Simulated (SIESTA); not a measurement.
Mn3NiO4:

```xyz
8
Lattice="3.1486 0.0000 0.0000 0.0000 3.1486 0.0000 0.0000 0.0000 8.8908" Properties=species:S:1:pos:R:3 pbc="T T T"
Ni    0.0000    0.0000    0.0000
Mn    1.5743    1.5743    2.1718
Mn    0.0000    0.0000    4.4454
Mn    1.5743    1.5743    6.7190
O     1.5743    1.5743    4.4454
O     0.0000    0.0000    6.7360
O     1.5743    1.5743    0.0000
O     0.0000    0.0000    2.1548
```

The cell comes from a database or a generator and needn't be the stable form of this composition.

- Program: SIESTA 5.4.2
- Task: single point
- Functional: PBEsol
- Potentials or basis: PseudoDojo 0.4 standard (PBEsol files)
- Basis: DZP (energy shift 0.003 Ry; two zetas on semicore shells)
- Grid cutoff: 800 Ry
- Energy shift: 0.003 Ry
- k mesh: 8 × 8 × 3
- Occupations: fermi-dirac, width 0.05 eV
- Spin: collinear spin, ferromagnetic start
- Starting moments: [1.0, 4.0, 4.0, 4.0, 0.0, 0.0, 0.0, 0.0] μB

On this cell: pressure -11.9 GPa; largest force 0.873 eV/Å; net moment 16.22 μB per cell; site moments Ni +1.41; Mn +4.63, +4.72; O +0.17, +0.20, +0.28 μB; band gap on the k mesh none (metal or under the smearing width).

The same run follows on a disturbed copy (atoms moved at random, drawn with an rms of 0.05 Å):

```
CELL_PARAMETERS angstrom
3.14865 0.00000 0.00000
0.00000 3.14865 0.00000
0.00000 0.00000 8.89078
ATOMIC_POSITIONS crystal
Ni 0.99523 0.01019 0.00298
Mn 0.50843 0.49246 0.24384
Mn 0.01707 0.99098 0.49936
Mn 0.49771 0.50467 0.75161
O 0.49355 0.50462 0.49490
O 0.00610 0.99113 0.75542
O 0.48741 0.48766 0.00101
O 0.99559 0.00810 0.24229
```

Q: What does the disturbed cell give?

A: The energy (extrapolated to zero smearing) moves by +7.8 meV/atom; pressure -11.5 GPa; largest force 1.119 eV/Å; net moment 16.22 μB per cell; site moments Ni +1.41; Mn +4.60, +4.72, +4.65; O +0.17, +0.20, +0.27 μB; band gap on the k mesh none (metal or under the smearing width).

Forces in eV/Å, atoms in the order of the input:
```
Ni   0.023 -0.096 -0.195
Mn  -0.134  0.152 -0.884
Mn  -0.304  0.180 -0.113
Mn   0.094 -0.147  1.106
O    0.259 -0.153  0.139
O   -0.125  0.141 -0.366
O    0.092  0.100 -0.068
O    0.093 -0.176  0.381
```

Stress tensor (GPa, compression positive):
```
-10.55  -0.21   0.05
 -0.21 -10.51  -0.08
  0.05  -0.08 -13.56
```

Caveats: short orbitals over semicore shells can move pressures by several GPa; the basis of atomic orbitals isn't converged, which shifts pressures, moduli and gaps; semilocal functionals often make such compounds metallic where correlation or magnetic order opens a gap, which also shifts bond lengths; only a ferromagnetic start was run, and an antiferromagnetic order may lie lower in energy.
